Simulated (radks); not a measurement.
# Re⁴⁷⁺ in [Ar] 3d10: an all-electron calculation

The task here is to estimate one member of a computed series from the others.

Method: Dirac Kohn-Sham, PBEsol, spin-unpolarised, spherical densities, finite nucleus. Code: radks (a radial shooting solver on a logarithmic mesh, Libxc functionals) version 1.

## What is computed

```
element            : rhenium (Z = 75)
charge             : +47
electrons          : 28
configuration      : [Ar] 3d10
nuclear rms radius : 5.3698 fm
```

The outer shells:

Re⁴⁷⁺
```
[Ar] core
3d [↑↓][↑↓][↑↓][↑↓][↑↓]
```

Set-up of the first run:

Settings of this run:

```text
Z 75
configuration [Ar] 3d10
relativity Dirac
functional pbe_sol,pbe_sol
spin unpolarised
j_filling energy
nucleus finite rms 5.3698 fm
c 137.035999084
```

The run is started by

```console
> python run_ks.py task.json out
```

The same process makes all the runs of this session.

Among the steps run: Self-consistent calculation.

One table of the session follows, with a row left open; its other results are not shown here.

It belongs to the step «Orbitals and density». Sizes of the orbitals, from the radial functions (bohr):

```
level      <r>  outermost maximum (interpolated)  90 % within  nodes
1s1/2        ?                                 ?            ?      ?
2s1/2  0.07544                            0.0647        0.118      1
2p1/2  0.06231                            0.0479        0.104      0
2p3/2  0.07033                            0.0549        0.114      0
3s1/2   0.1930                             0.180        0.283      2
3p1/2   0.1827                             0.168        0.274      1
3p3/2   0.1964                             0.182        0.293      1
3d3/2   0.1709                             0.142        0.264      0
3d5/2   0.1751                             0.146        0.269      0
```

Q: Estimate the row for 1s1/2 from the others.

**Answer.** <r>: 0.01804; outermost maximum (interpolated): 0.0112; 90 % within: 0.0329; nodes: 0. In the column «<r>» it is the lowest.
